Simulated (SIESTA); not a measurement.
Something may be wrong with this SIESTA 5.4.2 calculation of NbTe.

File NbTe.fdf:

```
SystemName                      NbTe
SystemLabel                     NbTe
NumberOfSpecies                 2
NumberOfAtoms                   2
%block ChemicalSpeciesLabel
  1  52 Te
  2  41 Nb
%endblock ChemicalSpeciesLabel

LatticeConstant                 1.0 Ang
%block LatticeVectors
     3.7029743866     0.0000000000     0.0000000000
    -1.8514871933     3.2068698884     0.0000000000
     0.0000000000     0.0000000000     3.6942110000
%endblock LatticeVectors
AtomicCoordinatesFormat         Ang
%block AtomicCoordinatesAndAtomicSpecies
     1.8514871935     1.0689566294     0.0000000000  1
     0.0000000000     0.0000000000     1.8471055000  2
%endblock AtomicCoordinatesAndAtomicSpecies

%block kgrid.MonkhorstPack
    8   0   0  0.0
    0   8   0  0.0
    0   0   7  0.0
%endblock kgrid.MonkhorstPack
XC.Functional                   GGA
XC.Authors                      PBE
PAO.BasisSize                   DZP
PAO.EnergyShift                 0.003 Ry
Mesh.Cutoff                     800 Ry
OccupationFunction              FD
ElectronicTemperature           0.05 eV
MaxSCFIterations                50
SCF.MustConverge                false
SCF.Mixer.Method                Pulay
SCF.Mixer.Weight                0.25
SCF.Mixer.History               8
SCF.DM.Tolerance                5.0e-05
SCF.H.Tolerance                 1.0e-03 eV
WriteForces                     true
Charge.Mulliken                 end
%block PAO.Basis
  Te 4
  n=5 0 2
    5.635 0.000
  n=5 1 2
    7.297 0.000
  n=4 2 2
    3.260 0.000
  n=5 2 1
    7.297
  Nb 5
  n=4 0 2
    3.366 0.000
  n=5 0 2
    9.205 0.000
  n=4 1 2
    3.905 0.000
  n=5 1 1
    9.205
  n=4 2 2
    7.356 0.000
%endblock PAO.Basis
```

Potentials or basis: PseudoDojo 0.4 standard (PBE files), DZP (energy shift 0.003 Ry; two zetas on semicore shells).

The run is started by

```sh
$ siesta NbTe.fdf > NbTe.out 2>&1
```

NbTe.out:

```text
Version         : 5.4.2

                           ***********************
                           *  WELCOME TO SIESTA  *
                           ***********************

 NOTE: Siesta V5 introduces some new defaults for basis-set generation
 NOTE: which might lead to slightly different numerical results.
 NOTE: Please see the manual for full details and compatibility measures.

reinit: Reading from file NbTe.fdf

reinit: -----------------------------------------------------------------------
reinit: System Name: NbTe
reinit: -----------------------------------------------------------------------
reinit: System Label: NbTe
reinit: -----------------------------------------------------------------------

initatom: Reading input for the pseudopotentials and atomic orbitals ----------
Species number:   1 Atomic number:   52 Label: Te
Species number:   2 Atomic number:   41 Label: Nb

Ground state valence configuration (from tables):   5s02  5p04  5d00  4f00
Ground state valence configuration (from tables):   5s01  5p00  4d04  4f00

---- Processing specs for species: Te
Reading pseudopotential information in PSML from:
  Te.psml
PSML file version: 1.1
Using libxc ids:  101 130
GGA--PBE XC_GGA_X_PBE--XC_GGA_C_PBE pb
Semicore shell(s) with 10 electrons included in the valence for Te

---- Processing specs for species: Nb
pseudo_read: ERROR: Pseudopotential file not found: Nb.{vps,psf,psml}

Stopping Program from Node:    0

Stopping Program from Node:    0

Program received signal SIGABRT: Process abort signal.

Backtrace for this error:
```

How did it end, and where is the flaw?

The input was rejected before any iteration. The input holds a flaw that was put in on purpose: pseudopotential file missing.
